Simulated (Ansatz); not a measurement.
# RbRe3: the cost of one run

Program: Ansatz 0.2.0. Level of theory: DFT PBE, scalar-relativistic, plane waves, PAW. These are calculated values, not measurements.

2 further runs of the same task are left out: 2 that didn't finish.

## Step 1: The system as given

The structure is cubic, space group Pm-3m (No. 221). The conventional cell has a = 4.348 Å, b = 4.348 Å, c = 4.348 Å, α = 90.00°, β = 90.00°, γ = 90.00°. Rb (site symmetry m-3m) has 12 Re at 3.07 Å as nearest neighbours. Re (site symmetry 4/mmm) is surrounded by 4 Rb at 3.07 Å and 8 Re at 3.07 Å.

As a file:

```cif
data_structure
_symmetry_space_group_name_H-M 'P 1'
_symmetry_Int_Tables_number 1
_cell_length_a 4.3482
_cell_length_b 4.3482
_cell_length_c 4.3482
_cell_angle_alpha 90.000
_cell_angle_beta 90.000
_cell_angle_gamma 90.000
_cell_volume 82.21
loop_
_atom_site_label
_atom_site_type_symbol
_atom_site_fract_x
_atom_site_fract_y
_atom_site_fract_z
_atom_site_occupancy
Rb1 Rb 0.00000 0.00000 0.00000 1
Re1 Re 0.00000 0.50000 0.50000 1
Re2 Re 0.50000 0.00000 0.50000 1
Re3 Re 0.50000 0.50000 0.00000 1
```

This is candidate A: Cu3Au (L1_2) type (Pm-3m, No. 221).

(A quick probe on a coarse mesh, which set the mesh and smearing, is not shown.)

## Step 3: A loose first relaxation (candidate A)

The input, input.yaml:

```yaml
crystal:
  lattice:
    - [4.3481688647, 0.0, 0.0]
    - [0.0, 4.3481688647, 0.0]
    - [0.0, 0.0, 4.3481688647]
  atoms:
    - { symbol: Rb, position: [0.0, 0.0, 0.0] }
    - { symbol: Re, position: [0.0, 0.5, 0.5] }
    - { symbol: Re, position: [0.5, 0.0, 0.5] }
    - { symbol: Re, position: [0.5, 0.5, 0.0] }
basis:
  ecutwfc: 420
kpoints:
  mp_grid: { grid: [4, 4, 4] }
hamiltonian:
  xc: pbe
scf:
  occupations: { method: gaussian, width: 0.1 }
  lower_state_search: "off"
output:
  forces: true
  stress: true
  eigenvalues: true
relax:
  adjacent_minimum: "off"
  f_tol: 0.04
  max_steps: 70
  cell: { stress_tol: 0.4 }
```

Started as:

```bash
$ ansatz run input.yaml --threads 1 --pin off --max-ram 2560MiB --backend cpu --events-out ev --progress --plain --runs-dir out
```

Q: Estimate wall time and peak memory on 1 thread of Arm Neoverse V1, shared host.

About 8.7 s, with a peak of 0.33 GiB.
